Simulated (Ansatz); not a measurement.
# Lu3Si (Pm-3m) in Ansatz: reference runs

How does Lu3Si come out in PBE? The cell is run as given and disturbed.

Program: Ansatz 0.2.0. These are calculated values, not measurements. Logs are shortened: lines on timing, memory, paths and dates and some standing lists are left out, and cuts for length are marked.

### 1 The crystal as given

It takes space group Pm-3m (No. 221, cubic). Conventional cell: a = 4.541 Å, b = 4.541 Å, c = 4.541 Å, α = 90.00°, β = 90.00°, γ = 90.00°. Around Lu (site symmetry 4/mmm) lie 8 Lu at 3.21 Å and 4 Si at 3.21 Å. Si (site symmetry m-3m) is surrounded by 12 Lu at 3.21 Å.

The cell comes from a database or a generator and needn't be the stable form of this composition.

### 2 Single point, PBE

Input file input.yaml:

```yaml
crystal:
  lattice:
    - [4.541419, 0.0, 0.0]
    - [0.0, 4.541419, 0.0]
    - [0.0, 0.0, 4.541419]
  atoms:
    - { symbol: Lu, position: [0.5, 0.5, 0.0] }
    - { symbol: Lu, position: [0.5, 0.0, 0.5] }
    - { symbol: Lu, position: [0.0, 0.5, 0.5] }
    - { symbol: Si, position: [0.0, 0.0, 0.0] }
hamiltonian:
  xc: pbe
  pseudopotentials: { kind: paw }
kpoints:
  mp_grid: { grid: [6, 6, 6] }
scf:
  occupations: { method: fermi_dirac, width: 0.05 }
output:
  forces: true
  stress: true
  eigenvalues: true
```

Potentials or basis: Ansatz PAW.

On the command line:

```bash
> ansatz run input.yaml --threads 2 --pin off --max-ram 5120MiB --backend cpu --events-out ev --progress --plain --runs-dir out
```

The program printed:

```text
Warning: RAYON_NUM_THREADS=2 ignored (pool sized by the plan → 2); use --threads N
Engine: ansatz 0.2.0, x86_64-unknown-linux-gnu
Pseudopotentials: kind: paw
Pseudopotential: Lu, paw, valence charge 25, recommended cutoff 420 eV (normal), Lu.paw.azcp
Pseudopotential: Si, paw, valence charge 4, recommended cutoff 420 eV (normal), Si.paw.azcp
Functional definition: PBE
  parameter kappa = 0.804
  parameter beta = 0.06672455060314922
  exchange = pbe_x(kappa = kappa, mu = beta*pi^2/3)
  correlation = pbe_c(beta = beta)
Crystal: 4 atoms, lattice volume = 93.664 Å³
Basis set: ecut = 420 eV, 1839 PW (Γ), exchange–correlation on 64×64×64 points (8 copies of the dense FFT grid, shifted against one another)
Bands: 48, of which v1, the nominal top of the filled ones, is band 40 counted from 1 (39 counted from 0)
Symmetry: 48 space group operations
Space group: Pm-3m (ITA 221), of the structure as read, at distance tolerance 4.5e-5 Å
k-points: 20 of 216
Non-local potential: Lu, projectors of the file, l = 0: 3, l = 1: 2, l = 2: 2, l = 3: 3
Non-local potential: Si, projectors of the file, l = 0: 2, l = 1: 2, l = 2: 2
PAW form: soft (Blöchl's): semilocal exchange-correlation on the pseudo side does not see the compensation charge
PAW one-centre angular grid: Lu, 590 points (default); XC on 64 Gauss nodes
PAW one-centre angular grid: Si, 110 points (default); XC on 64 Gauss nodes
Initial density: superposition of atomic densities (neutral atoms: chi_scale 0, normalization atom), corrected by the library's trained network
Initial wavefunctions: pseudopotential atomic-orbital guess
Functional: x = pbe(κ = 0.804, μ = 0.2195149727645171), c = pbe(β = 0.06672455060314922)
SCF iter   1: F=—  HF=-44834.024727 eV  |F-HF|=—  |Δ(HF+E_count)|=         —  Δρ=3.01e-3  dr2=1.88e-2  ethr=1.77e-3  ⟨swp⟩=6.8  Hψ=4170  notcnv=0  defer=1
preconditioner: auto → Kerker (q_TF=auto, 2.652 Å⁻¹)  [metal: Δε(μ)=0.005 eV  Ē_g=12.230 eV  σ=0.050 eV  W_gap=0.03  n_scr=26 (ndim 8)  ℏωp=32.8 eV  f_vac=0.000  D(μ)=6.50/eV (n_scr^D=80)]
SCF iter   2: F=—  HF=-44834.015446 eV  |F-HF|=—  |Δ(HF+E_count)|=   9.28e-3  Δρ=2.00e-3  dr2=1.00e-2  ethr=2.38e-5  ⟨swp⟩=3.0  Hψ=2510  notcnv=0  defer=19
SCF iter   3: F=—  HF=-44834.014559 eV  |F-HF|=—  |Δ(HF+E_count)|=   8.87e-4  Δρ=1.28e-3  dr2=2.23e-3  ethr=1.27e-5  ⟨swp⟩=2.2  Hψ=1632  notcnv=0  defer=19
SCF iter   4: F=—  HF=-44834.012599 eV  |F-HF|=—  |Δ(HF+E_count)|=   1.96e-3  Δρ=6.32e-4  dr2=1.97e-4  ethr=2.83e-6  ⟨swp⟩=3.2  Hψ=2342  notcnv=0  defer=19
SCF iter   5: F=—  HF=-44834.012582 eV  |F-HF|=—  |Δ(HF+E_count)|=   1.65e-5  Δρ=3.25e-4  dr2=7.65e-5  ethr=2.50e-7  ⟨swp⟩=1.8  Hψ=1336  notcnv=0  defer=20
SCF iter   6: F=—  HF=-44834.012553 eV  |F-HF|=—  |Δ(HF+E_count)|=   2.89e-5  Δρ=7.35e-5  dr2=1.77e-6  ethr=9.68e-8  ⟨swp⟩=2.0  Hψ=1618  notcnv=0  defer=21
SCF iter   7: F=—  HF=-44834.012554 eV  |F-HF|=—  |Δ(HF+E_count)|=   8.49e-7  Δρ=2.20e-5  dr2=2.14e-7  ethr=2.24e-9  ⟨swp⟩=3.2  Hψ=2099  notcnv=0  defer=21
SCF iter   8: F=-44834.012554 eV  HF=-44834.012554 eV  |F-HF|=5.01e-9  |Δ(HF+E_count)|=   8.87e-8  Δρ=4.07e-6  dr2=1.09e-8  ethr=1.27e-10  ⟨swp⟩=12.8  Hψ=6133  notcnv=0
SCF 1 converged in 8 iterations: F = -44834.012554 eV  dr2 = 1.09e-8
SCF converged after 8 iterations
Free energy (F): -44834.012554 eV
Harris-Foulkes:  -44834.012554 eV  (|F-HF|=5.01e-9)
Internal energy: -44833.963823 eV  (E = F + TS)
E sigma→0 (E₀):  -44833.988188 eV
Entropy (-TS):   -0.048731 eV (-12.183 meV/atom)
Fermi energy:    14.644791 eV
--- Per-component energies (eV) ---
  E_band       = 90.817202
  E_kinetic    = 1300.691562
  E_local      = -20842.933327  (includes V_loc(G=0)·N_el)
  E_nonlocal   = 1753.555049
  E_hartree    = 8825.628074
  E_xc         = -711.614481
  E_vxc        = -824.287487  (∫ρ·V_xc dr)
  E_paw        = -22635.992088  (= ΣΔE_a)
  E_vpaw       = 1052.528706  (= ΣTr[D̂ρ^β])
  E_aug_tail   = 0.000115  (compensation charges beyond the density's cutoff)
  E_ewald      = -12523.298726
  E_smearing   = -0.048731  (= −TS)
  E_closure    = -0.000000  (closes the sum)
  Σ components = -44834.012554   (vs F -44834.012554, Δ=0.00e0)
--- Forces (eV/Å), atoms counted from 1 ---
  atom   1  Lu     0.00000000    -0.00000000     0.00000000
  atom   2  Lu     0.00000000    -0.00000000     0.00000000
  atom   3  Lu     0.00000000    -0.00000000    -0.00000000
  atom   4  Si    -0.00000000     0.00000000    -0.00000000
  max |Σ_I F_I| component: 2.29e-28 eV/Å
--- Stress (GPa, compression-positive) ---
       -0.824028      -0.000000       0.000000
       -0.000000      -0.824028       0.000000
        0.000000       0.000000      -0.824028
  P = ⅓ Tr σ = -0.8240 GPa (-8.240 kbar)
--- Band table (eV; the first three rows and the last of 20) ---
  k-point 0: bands = ["-41.5336", "-41.4554", "-41.4554", "-12.5579", "-12.5579", "-12.5579", "-12.1467", "-12.1467", "-12.1467", "-11.9003", "-11.9003", "-11.9003", "5.8262", "9.6182", "9.6622", "9.6622", "9.6622", "9.6628", "9.6628", "9.6628", "9.6681", "9.6681", "9.6681", "9.7139", "9.7139", "9.7139", "9.7348", "9.7348", "9.7348", "9.7502", "9.7502", "9.7638", "9.7638", "9.7638", "10.7355", "13.0005", "13.0005", "13.9211", "13.9211", "13.9211", "14.0455", "14.0455", "14.0455", "16.9007", "18.1460", "18.1461", "18.1461", "20.6003"]
  k-point 1: bands = ["-41.5290", "-41.4600", "-41.4553", "-12.5333", "-12.5333", "-12.5205", "-12.1556", "-12.1556", "-12.1503", "-11.9507", "-11.9181", "-11.9181", "6.0405", "9.6236", "9.6500", "9.6637", "9.6637", "9.6657", "9.6660", "9.6682", "9.6682", "9.6718", "9.6718", "9.7026", "9.7138", "9.7138", "9.7304", "9.7304", "9.7312", "9.7394", "9.7501", "9.7556", "9.7581", "9.7581", "10.8000", "12.2447", "13.3136", "13.3896", "13.3896", "14.0585", "14.6219", "14.6702", "14.6702", "17.3851", "17.7854", "18.4362", "18.4362", "19.6730"]
  k-point 2: bands = ["-41.5171", "-41.4719", "-41.4553", "-12.4736", "-12.4736", "-12.4151", "-12.1845", "-12.1845", "-12.1576", "-12.0820", "-11.9530", "-11.9530", "6.5848", "9.6220", "9.6385", "9.6617", "9.6657", "9.6657", "9.6748", "9.6821", "9.6821", "9.6831", "9.6831", "9.6878", "9.7110", "9.7110", "9.7141", "9.7208", "9.7208", "9.7244", "9.7381", "9.7448", "9.7448", "9.7500", "10.1620", "12.2544", "12.9757", "12.9757", "14.1360", "14.4048", "15.4076", "15.4076", "15.4592", "16.9392", "17.0534", "18.4012", "18.4012", "18.5099"]
  k-point 19: bands = ["-41.4811", "-41.4811", "-41.4811", "-12.7812", "-12.5055", "-12.5055", "-12.5055", "-11.9263", "-11.9263", "-11.9263", "-11.9153", "-11.9153", "7.2092", "9.6128", "9.6215", "9.6215", "9.6215", "9.6451", "9.6451", "9.6618", "9.6618", "9.6618", "9.7262", "9.7262", "9.7262", "9.7354", "9.7354", "9.7354", "9.7556", "9.7556", "9.7665", "9.7665", "9.7665", "9.7880", "12.2009", "12.2009", "12.2009", "12.7083", "12.7083", "12.7083", "15.6014", "16.6658", "16.6658", "16.6658", "17.6817", "17.6817", "17.6817", "18.1800"]
```

It took 8 s on 2 threads of Intel Xeon at 2.50GHz (Skylake/Cascade Lake), shared host; peak memory 0.43 GiB.

Results:

```yaml
Free_energy: -44834.0126 eV
Pressure: -0.8 GPa
Band_gap_on_the_k_mesh: none (metal or under the smearing width)
```

### 3 Single point, PBE (atoms moved at random, drawn with an rms of 0.05 Å)

Input file input.yaml:

```yaml
crystal:
  lattice:
    - [4.541419, 0.0, 0.0]
    - [0.0, 4.541419, 0.0]
    - [0.0, 0.0, 4.541419]
  atoms:
    - { symbol: Lu, position: [0.483501, 0.505409, 0.000265] }
    - { symbol: Lu, position: [0.510386, 0.002758, 0.498066] }
    - { symbol: Lu, position: [-0.005587, 0.504831, 0.504127] }
    - { symbol: Si, position: [-0.003515, 0.007127, -0.002752] }
hamiltonian:
  xc: pbe
  pseudopotentials: { kind: paw }
kpoints:
  mp_grid: { grid: [6, 6, 6] }
scf:
  occupations: { method: fermi_dirac, width: 0.05 }
output:
  forces: true
  stress: true
  eigenvalues: true
  write_density: true
  write_potential: true
  elf: true
  volumetric_format: npy
```

Potentials or basis: Ansatz PAW.

On the command line:

```bash
> ansatz run input.yaml --threads 2 --pin off --max-ram 5120MiB --backend cpu --events-out ev --progress --plain --runs-dir out
```

The program printed:

```text
Warning: RAYON_NUM_THREADS=2 ignored (pool sized by the plan → 2); use --threads N
Engine: ansatz 0.2.0, x86_64-unknown-linux-gnu
Pseudopotentials: kind: paw
Pseudopotential: Lu, paw, valence charge 25, recommended cutoff 420 eV (normal), Lu.paw.azcp
Pseudopotential: Si, paw, valence charge 4, recommended cutoff 420 eV (normal), Si.paw.azcp
Functional definition: PBE
  parameter kappa = 0.804
  parameter beta = 0.06672455060314922
  exchange = pbe_x(kappa = kappa, mu = beta*pi^2/3)
[... 45 lines left out ...]
  E_aug_tail   = 0.000113  (compensation charges beyond the density's cutoff)
  E_ewald      = -12522.700441
  E_smearing   = -0.048171  (= −TS)
  E_closure    = 0.000000  (closes the sum)
  Σ components = -44833.990977   (vs F -44833.990977, Δ=0.00e0)
--- Forces (eV/Å), atoms counted from 1 ---
  atom   1  Lu     0.26897990    -0.04271335     0.00551857
  atom   2  Lu    -0.35192742     0.11121258     0.05147844
  atom   3  Lu     0.09795944    -0.03036078    -0.08886037
  atom   4  Si    -0.01501272    -0.03813837     0.03186219
  max |Σ_I F_I| component: 1.17e-6 eV/Å
--- Stress (GPa, compression-positive) ---
       -0.690486      -0.000744       0.045736
       -0.000744      -0.781544      -0.003964
        0.045737      -0.003964      -0.805287
  P = ⅓ Tr σ = -0.7591 GPa (-7.591 kbar)
--- Band table (eV; the first three rows and the last of 112) ---
  k-point 0: bands = ["-41.5355", "-41.4587", "-41.4544", "-12.5627", "-12.5602", "-12.5577", "-12.1509", "-12.1478", "-12.1470", "-11.9029", "-11.9026", "-11.8987", "5.8246", "9.6169", "9.6594", "9.6600", "9.6603", "9.6613", "9.6615", "9.6621", "9.6663", "9.6664", "9.6670", "9.7103", "9.7118", "9.7145", "9.7310", "9.7338", "9.7340", "9.7456", "9.7505", "9.7614", "9.7615", "9.7620", "10.7398", "12.9898", "13.0090", "13.9109", "13.9205", "13.9301", "14.0481", "14.0504", "14.0572", "16.9029", "18.1159", "18.1217", "18.1539", "20.4302"]
  k-point 1: bands = ["-41.5308", "-41.4625", "-41.4551", "-12.5385", "-12.5373", "-12.5191", "-12.1680", "-12.1572", "-12.1421", "-11.9529", "-11.9198", "-11.9163", "6.0388", "9.6221", "9.6478", "9.6612", "9.6618", "9.6629", "9.6641", "9.6671", "9.6676", "9.6700", "9.6717", "9.7005", "9.7100", "9.7145", "9.7262", "9.7297", "9.7304", "9.7357", "9.7491", "9.7537", "9.7566", "9.7571", "10.8021", "12.2434", "13.2750", "13.3861", "13.4357", "14.0602", "14.5970", "14.6803", "14.6931", "17.3818", "17.7506", "18.4135", "18.4481", "19.5908"]
  k-point 2: bands = ["-41.5188", "-41.4741", "-41.4555", "-12.4796", "-12.4785", "-12.4148", "-12.2009", "-12.1870", "-12.1438", "-12.0828", "-11.9532", "-11.9516", "6.5827", "9.6201", "9.6363", "9.6597", "9.6631", "9.6639", "9.6708", "9.6801", "9.6809", "9.6817", "9.6826", "9.6869", "9.7065", "9.7098", "9.7117", "9.7183", "9.7203", "9.7239", "9.7377", "9.7434", "9.7441", "9.7497", "10.1623", "12.2529", "12.9657", "12.9712", "14.1514", "14.3962", "15.4052", "15.4251", "15.4516", "16.9349", "17.0033", "18.3189", "18.4542", "18.5833"]
  k-point 111: bands = ["-41.4852", "-41.4832", "-41.4790", "-12.7838", "-12.5101", "-12.5069", "-12.5062", "-11.9321", "-11.9257", "-11.9245", "-11.9215", "-11.9118", "7.2074", "9.6113", "9.6189", "9.6199", "9.6213", "9.6424", "9.6444", "9.6598", "9.6599", "9.6608", "9.7228", "9.7233", "9.7259", "9.7316", "9.7342", "9.7349", "9.7517", "9.7559", "9.7622", "9.7650", "9.7666", "9.7857", "12.1996", "12.2024", "12.2101", "12.7062", "12.7082", "12.7111", "15.5835", "16.6648", "16.6807", "16.6821", "17.6751", "17.6799", "17.6866", "18.1901"]
```

rho_z.tsv:

```text
# z_ang	rho[e/angstrom^3]
# format = ansatz-planar-average/11
# lattice	4.541419000	0.000000000	0.000000000
# lattice	0.000000000	4.541419000	0.000000000
# lattice	0.000000000	0.000000000	4.541419000
# sites	4
# site	71	2.195780628	2.295274035	0.001203476
# site	71	2.317876678	0.012525234	2.261926396
# site	71	-0.025372908	2.292649095	2.289451936
# site	14	-0.015963088	0.032366693	-0.012497985
0.000000	1.480633e0
0.141919	1.346559e0
0.283839	1.027080e0
0.425758	6.907400e-1
0.567677	4.422503e-1
0.709597	2.939674e-1
[... 24 lines left out ...]
4.257580	1.021621e0
4.399500	1.342414e0
```

It took 74 s on 2 threads of Intel Xeon at 2.50GHz (Skylake/Cascade Lake), shared host; peak memory 0.62 GiB.

Results:

| Quantity | Value |
| --- | --- |
| Free energy | -44833.9910 eV |
| Pressure | -0.8 GPa |
| Largest force | 0.373 eV/Å |
| Band gap on the k mesh | none (metal or under the smearing width) |

Forces on the atoms (eV/Å):
```
Lu   0.269 -0.043  0.006
Lu  -0.352  0.111  0.051
Lu   0.098 -0.030 -0.089
Si  -0.015 -0.038  0.032
```

Stress tensor (GPa, compression positive):
```
-0.69  0.00  0.05
 0.00 -0.78  0.00
 0.05  0.00 -0.81
```

The run has no spin-orbit coupling, so splittings on Lu are missing.
